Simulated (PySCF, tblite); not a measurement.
# C₂H₇NSSi₂: geometry, infrared bands and NMR shifts

Wanted: the infrared bands and NMR shifts of C₂H₇NSSi₂ (`N#C[SiH2]CS[SiH3]`), by calculation.

Programs: tblite 0.8.0 and PySCF 2.14.0, with density-fitted response routines of our own. Each step states its level of theory. These are calculated values for one molecule in the gas phase, unless marked as measured. Atoms count from 0, in the outputs and in this text.

### 1 The molecule as given

13 atoms, charge 0, multiplicity 1; geometry from: force field or distance geometry start.

Bonds of the start (Å): N0–C1 1.16, C1–Si2 1.89, Si2–C3 1.85, C3–S4 1.81, S4–Si5 2.14, Si2–H6 1.49, Si2–H7 1.49, C3–H8 1.11, C3–H9 1.10, Si5–H10 1.48, Si5–H11 1.48, Si5–H12 1.48.

### 2 Optimising the geometry with GFN2-xTB

What the job is given:

```
{"job": {"kind": "relax", "xc": "GFN2-xTB", "basis": "xTB"}, "charge": 0, "multiplicity": 1}
N     -4.221300    -0.306200     0.828000
C     -3.275100     0.246300     0.456800
Si    -1.684100     1.086000    -0.108800
C     -0.253300    -0.076300     0.029500
S      1.271700     0.732600    -0.513700
Si     2.767400    -0.783500    -0.264300
H     -1.448800     2.314500     0.703800
H     -1.844800     1.537200    -1.523200
H     -0.129400    -0.402500     1.080800
H     -0.435300    -0.976100    -0.567900
H      2.785600    -1.168500     1.169100
H      2.379500    -1.956200    -1.083900
H      4.083600    -0.246800    -0.674400
```

Run with:

```bash
OMP_NUM_THREADS=1 python probes_run.py task.json out
```

One launch serves the whole session: the jobs run in the order shown.

**Question.** This job is followed by: GFN2-xTB harmonic vibrations, gas phase; GIAO PBE0/pcSseg-1 NMR shielding, non-relativistic, gas phase. What will the session give for the following? strongest single infrared mode (GFN2-xTB); zero-point energy (GFN2-xTB); ¹³C shifts against TMS (PBE0/pcSseg-1); ¹H shifts against TMS (PBE0/pcSseg-1, means over atoms taken as alike); ¹⁵N shifts against NH3 (PBE0/pcSseg-1); ²⁹Si shifts against TMS (PBE0/pcSseg-1); ³³S shifts against CS2 (PBE0/pcSseg-1).

As calculated:

| quantity | value |
| --- | --- |
| strongest single infrared mode (GFN2-xTB) | 2294 cm⁻¹, 394 km/mol |
| zero-point energy (GFN2-xTB) | 48.4 kcal/mol |
| ¹³C shifts against TMS (PBE0/pcSseg-1) | 123.0, 13.6 ppm |
| ¹H shifts against TMS (PBE0/pcSseg-1, means over atoms taken as alike) | 4.67, 4.44, 1.96 ppm |
| ¹⁵N shifts against NH3 (PBE0/pcSseg-1) | 366.0 ppm |
| ²⁹Si shifts against TMS (PBE0/pcSseg-1) | -46.8, -71.2 ppm |
| ³³S shifts against CS2 (PBE0/pcSseg-1) | -213 ppm |

The optimisation took 50 steps and gained 0.161 eV; among the close pairs (by a distance rule), Si2–C3 changed most, from 1.849 to 1.904 Å. No mode is imaginary among the 33: a minimum at this level. The strongest single mode, at 2294 cm⁻¹, moves mainly H11 and H10. Unscaled tight-binding wavenumbers are off by several per cent, some by more. Its intensities can rank the bands wrongly. The most deshielded carbon is C1 (nitrile carbon), at 123.0 ppm: this is the usual window of a C≡N carbon, which has no attached hydrogen. At PBE0/pcSseg-1: Shielding is most anisotropic at N0 (span 595 ppm, paramagnetic term -435 ppm).
